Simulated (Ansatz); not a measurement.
Debugging cell relaxations under several functionals of GaIr, space group Pm-3m (Ansatz's Python interface).

Notebook, run cell by cell (the value of a cell's last expression is shown):

```python
import ansatz as az
import numpy as np
```

```python
def edges_and_angles(cell):
    cell = np.asarray(cell)
    a, b, c = np.linalg.norm(cell, axis=1)
    cosines = cell[1] @ cell[2] / (b * c), cell[0] @ cell[2] / (a * c), cell[0] @ cell[1] / (a * b)
    return (a, b, c, *np.degrees(np.arccos(cosines)))
```

```python
crystal = (
    az.Lattice.of((3.004, 0.0, 0.0), (0.0, 3.004, 0.0), (0.0, 0.0, 3.004))
    .atom("Ga", (0.0, 0.0, 0.0))
    .atom("Ir", (0.5, 0.5, 0.5))
)
```

```python
model = crystal.calculation()
model = model.occupations("Methfessel-Paxton", width=0.1)
model = model.kpoints(9)
model = model.basis(16 * az.Ha)
model = model.relax(cell=True, force_tolerance=-0.01, max_steps=30)
```

```python
levels = [("blyp", "d3bj"), ("pbesol", "none"), ("lda", "none")]
print("level            a       b       c    alpha   beta  gamma  V/atom  steps")
for name, dispersion in levels:
    seen = []
    run = model.functional(name, dispersion=dispersion).session().plan()
    outcome = run.execute(on_event=lambda e: seen.append(e) if e["event"] == "relax_step" else None)
    cell = outcome.lattice.cell_ang
    label = name if dispersion == "none" else f"{name}+{dispersion}"
    print("{:13s} {:7.4f} {:7.4f} {:7.4f} {:6.2f} {:6.2f} {:6.2f}".format(label, *edges_and_angles(cell)), f"{abs(np.linalg.det(cell)) / len(outcome.lattice.sites):7.3f} {len(seen):5d}")
```

    level            a       b       c    alpha   beta  gamma  V/atom  steps
    Traceback (most recent call last):
      File "<cell 5>", line 5, in <module>
        run = model.functional(name, dispersion=dispersion).session().plan()
              ~~~~~~~~~~~~~~~~~~~~~~~~~~~~~~~~~~~~~~~~~~~~~~~~~~~~~^^
      ...
    ansatz.RefusalError: invalid value for `relax.f_tol`: must be finite and > 0; got -0.01 eV/Å

Why does it end like this?

The fault: force tolerance negative. The correction:

```diff
--- before
+++ after
@@
 model = model.basis(16 * az.Ha)
-model = model.relax(cell=True, force_tolerance=-0.01, max_steps=30)
+model = model.relax(cell=True, force_tolerance=0.01, max_steps=30)
```

The cells in order, each with its output:

(earlier cells as before)

```python
model = crystal.calculation()
model = model.occupations("Methfessel-Paxton", width=0.1)
model = model.kpoints(9)
model = model.basis(16 * az.Ha)
model = model.relax(cell=True, force_tolerance=0.01, max_steps=30)
```

```python
levels = [("blyp", "d3bj"), ("pbesol", "none"), ("lda", "none")]
print("level            a       b       c    alpha   beta  gamma  V/atom  steps")
for name, dispersion in levels:
    seen = []
    run = model.functional(name, dispersion=dispersion).session().plan()
    outcome = run.execute(on_event=lambda e: seen.append(e) if e["event"] == "relax_step" else None)
    cell = outcome.lattice.cell_ang
    label = name if dispersion == "none" else f"{name}+{dispersion}"
    print("{:13s} {:7.4f} {:7.4f} {:7.4f} {:6.2f} {:6.2f} {:6.2f}".format(label, *edges_and_angles(cell)), f"{abs(np.linalg.det(cell)) / len(outcome.lattice.sites):7.3f} {len(seen):5d}")
```

    level            a       b       c    alpha   beta  gamma  V/atom  steps
    blyp+d3bj      3.0369  3.0369  3.0369  90.00  90.00  90.00  14.005     5
    pbesol         3.0200  3.0200  3.0200  90.00  90.00  90.00  13.772     5
    lda            2.9987  2.9987  2.9987  90.00  90.00  90.00  13.483     4

What to keep in mind:
- Forces vanish by symmetry, so the ions can't move, and the end may be a saddle.
- Cold and Methfessel-Paxton smearing aren't meant for a gap as narrow as their width.
- Spin-orbit coupling, which matters for elements this heavy, is left out.
- The starting cell is as deposited in a crystallographic database; the results hold for this polymorph, which needn't be the stable one.
- Processor time in the engine: 14 s on 1 thread of Intel(R) Xeon(R) Processor @ 2.30GHz, on a shared host, peak memory 0.53 GiB.
